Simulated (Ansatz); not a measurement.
# C₂H₅F₂InO: small, medium and large basis sets

An exercise on one series of results from a longer session: the logs are not shown, and one member is left open.

Method: one geometry, several basis sets; program: Ansatz 0.2.0, Gaussian basis.

Plan: PBE0-D4/def2-SVP; ωB97M-V/def2-SVP; PBE0-D4/def2-QZVPP; ωB97M-V/def2-QZVPP; the functionals' def2-TZVPP values are taken from earlier runs.

### Structure used throughout

The geometry comes from an earlier relaxation with PBE0-D4 in a triple-zeta def2 set; it is a stationary point, not always the lowest conformer. In takes the def2 core potential; no spin-orbit term is included.

SMILES `CC[O][In]([F])[F]`, 11 atoms, charge 0, spin multiplicity 1.

Atoms are counted from 1 here; the program's logs count them from 0.

Bond lengths: C1–C2 1.511 Å, C1–H7 1.093 Å, C1–H8 1.097 Å, C1–H9 1.093 Å, C2–O3 1.416 Å, C2–H10 1.096 Å, C2–H11 1.098 Å, O3–In4 1.956 Å, In4–F5 1.939 Å, In4–F6 1.926 Å. Angles: C2–C1–H7 111.0°, C2–C1–H8 111.0°, C2–C1–H9 110.6°, H7–C1–H8 107.0°, H7–C1–H9 108.1°, H8–C1–H9 109.0°, C1–C2–O3 113.3°, C1–C2–H10 109.9°, C1–C2–H11 110.0°, O3–C2–H10 105.5°, O3–C2–H11 110.6°, H10–C2–H11 107.2°, C2–O3–In4 120.7°, O3–In4–F5 123.9°, O3–In4–F6 122.3°, F5–In4–F6 113.8°.

Set-up of the first run:

in.yaml reads:

```yaml
crystal:
  periodic: [false, false, false]
  atoms:
    - {symbol: C, position_ang: [-0.117290, -1.206939, 0.587265]}
    - {symbol: C, position_ang: [1.079859, -0.345511, 0.257537]}
    - {symbol: O, position_ang: [0.786794, 1.040089, 0.241833]}
    - {symbol: In, position_ang: [-0.743464, 1.725542, -0.765526]}
    - {symbol: F, position_ang: [-1.793342, 0.657235, -1.996186]}
    - {symbol: F, position_ang: [-1.310384, 3.562408, -0.651776]}
    - {symbol: H, position_ang: [0.162922, -2.262023, 0.643120]}
    - {symbol: H, position_ang: [-0.888682, -1.121124, -0.188593]}
    - {symbol: H, position_ang: [-0.546424, -0.917752, 1.549931]}
    - {symbol: H, position_ang: [1.854266, -0.473286, 1.022336]}
    - {symbol: H, position_ang: [1.515745, -0.658641, -0.699942]}
basis:
  gaussian: {orbitals: def2-SVP}
hamiltonian: {xc: pbe0, dispersion: d4}
output: {orbitals: {seedname: orbitals}}
```

Command:

```sh
ansatz run in.yaml --threads 2 --pin off --events-out ev --progress --plain --max-ram 32768MiB --backend cpu
```

Among the steps run: PBE0-D4 in def2-SVP; ωB97M-V in def2-SVP; PBE0-D4 in def2-QZVPP; ωB97M-V in def2-QZVPP.

One table of the session follows, with a row left open; its other results are not shown here.

It belongs to the step «Functionals by basis». 

| functional | basis | HOMO (eV) | LUMO (eV) |
| --- | --- | --- | --- |
| PBE0-D4 | def2-SVP | -8.30 | -2.48 |
| PBE0-D4 | def2-TZVPP | -8.43 | -2.64 |
| PBE0-D4 | def2-QZVPP | -8.45 | -2.68 |
| ωB97M-V | def2-SVP | ? | ? |
| ωB97M-V | def2-TZVPP | -10.82 | -0.68 |
| ωB97M-V | def2-QZVPP | -10.84 | -0.81 |

Estimate the missing values for ωB97M-V, def2-SVP.

The run gave: HOMO (eV): -10.66; LUMO (eV): -0.43. In the column «HOMO (eV)» it lies between ωB97M-V, def2-TZVPP (-10.82) and PBE0-D4, def2-QZVPP (-8.45).
